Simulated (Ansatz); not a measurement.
# F4H2O2SSi2: how energies converge with the basis set

Aim: see how fast density functionals converge with the basis set for F4H2O2SSi2.

Computed with Ansatz 0.2.0, Gaussian basis. Level: one geometry, several basis sets.

Plan: PBE0-D4/def2-SVP; ωB97M-V/def2-SVP; PBE0-D4/def2-QZVPP; ωB97M-V/def2-QZVPP; the functionals' def2-TZVPP values are taken from earlier runs.

## (1) The geometry

All runs share one geometry, relaxed beforehand with PBE0-D4 in a triple-zeta def2 set.

SMILES `O[Si](F)(F)S[Si](O)(F)F`, 11 atoms, charge 0, spin multiplicity 1.

Atoms are counted from 1 here; the program's logs count them from 0.

Bond lengths: O1–Si2 1.610 Å, O1–H10 0.958 Å, Si2–F3 1.570 Å, Si2–F4 1.594 Å, Si2–S5 2.104 Å, S5–Si6 2.124 Å, Si6–O7 1.609 Å, Si6–F8 1.579 Å, Si6–F9 1.571 Å, O7–H11 0.960 Å. Angles: Si2–O1–H10 119.4°, O1–Si2–F3 106.4°, O1–Si2–F4 111.6°, O1–Si2–S5 111.3°, F3–Si2–F4 105.8°, F3–Si2–S5 113.1°, F4–Si2–S5 108.6°, Si2–S5–Si6 99.1°, S5–Si6–O7 115.5°, S5–Si6–F8 108.9°, S5–Si6–F9 105.5°, O7–Si6–F8 111.0°, O7–Si6–F9 107.1°, F8–Si6–F9 108.5°, Si6–O7–H11 117.7°.

Geometry (Å):

```xyz
11
charge 0, multiplicity 1
O    -1.5012    1.5285    1.9259
Si   -1.1884    0.5938    0.6532
F    -2.5309    0.4802   -0.1532
F    -0.8201   -0.8930    1.0933
S     0.3993    1.3667   -0.4912
Si    1.1482   -0.4503   -1.2972
O     1.7636   -1.4816   -0.2267
F     0.0128   -1.1349   -2.1542
F     2.3170   -0.0333   -2.2611
H    -0.7760    1.8518    2.4624
H     1.1757   -1.8279    0.4488
```

## (2) PBE0-D4 in def2-SVP

Contents of in.yaml:

```yaml
crystal:
  periodic: [false, false, false]
  atoms:
    - {symbol: O, position_ang: [-1.501221, 1.528509, 1.925913]}
    - {symbol: Si, position_ang: [-1.188386, 0.593840, 0.653201]}
    - {symbol: F, position_ang: [-2.530881, 0.480228, -0.153232]}
    - {symbol: F, position_ang: [-0.820140, -0.892980, 1.093275]}
    - {symbol: S, position_ang: [0.399291, 1.366691, -0.491237]}
    - {symbol: Si, position_ang: [1.148228, -0.450318, -1.297232]}
    - {symbol: O, position_ang: [1.763643, -1.481635, -0.226708]}
    - {symbol: F, position_ang: [0.012807, -1.134920, -2.154161]}
    - {symbol: F, position_ang: [2.316985, -0.033298, -2.261115]}
    - {symbol: H, position_ang: [-0.775988, 1.851759, 2.462441]}
    - {symbol: H, position_ang: [1.175663, -1.827878, 0.448846]}
basis:
  gaussian: {orbitals: def2-SVP}
hamiltonian: {xc: pbe0, dispersion: d4}
output: {orbitals: {seedname: orbitals}}
```

The runs that follow: ωB97M-V in def2-SVP; PBE0-D4 in def2-QZVPP; ωB97M-V in def2-QZVPP.

**Question.** What will the summary of the whole plan be? Wanted: PBE0-D4: double and triple zeta above quadruple; ωB97M-V: double and triple zeta above quadruple.

As calculated:

| quantity | value |
| --- | --- |
| PBE0-D4: double and triple zeta above quadruple | 31.01, 1.74 eV |
| ωB97M-V: double and triple zeta above quadruple | 31.13, 1.63 eV |

What this shows: PBE0-D4 gains 29.27 eV from double to triple zeta, then 1.74 eV more. These are total energies; as a rule much of such shifts cancels in differences, which this series doesn't test. The LUMO of ωB97M-V is positive and keeps falling with the basis (2.05 to 0.93 eV): an unbound level that the basis holds in place.
